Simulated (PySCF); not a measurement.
# C7H4ClN (3-Chlorobenzonitrile): the cost of one run

The runs use PySCF 2.14.0, with density-fitted response routines of our own; the level of theory stands in each step. All values are computed, except where a source is named. Atoms count from 0, in the outputs and in this text.

### 1 Starting geometry

13 atoms, charge 0, multiplicity 1; geometry from: GFN2-xTB. The atoms were then displaced at random by about 0.01 Å, so the start is not that level's minimum.

Bonds of the start (Å): N0–C1 1.13, C1–C2 1.40, C2–C3 1.40, C3–C4 1.35, C4–C5 1.38, C5–C6 1.39, C6–Cl7 1.73, C6–C8 1.39, C8–C2 1.41, C3–H9 1.11, C4–H10 1.08, C5–H11 1.09, C8–H12 1.08.

### 2 Geometry optimisation at PBE0-D3(BJ)/def2-TZVP

What the job is given:

```
{"job": {"xc": "PBE0", "basis": "def2-TZVP", "d3": "d3bj", "grid": 2, "shake": 0.01, "kind": "geom"}, "charge": 0, "multiplicity": 1}
N     -3.204010    -1.669800    -0.391320
C     -2.220430    -1.121620    -0.273520
C     -0.990010    -0.462430    -0.128040
C     -0.880850     0.935970    -0.124930
C      0.304250     1.557690     0.015930
C      1.464440     0.828550     0.172960
C      1.411230    -0.564930     0.177140
Cl     2.865080    -1.481880     0.358750
C      0.189360    -1.211760     0.051100
H     -1.824770     1.503350    -0.227240
H      0.349600     2.639480     0.035820
H      2.427680     1.315250     0.297210
H      0.114240    -2.284750     0.025810
```

Command:

```sh
> OMP_NUM_THREADS=2 python probes_run.py task.json out
```

This one command runs all jobs of the session in turn.

Q: Estimate the wall time and peak memory of this first job on 2 threads of Intel Xeon at 2.50GHz, shared host.

About 10 min, with a peak of 1.9 GiB.
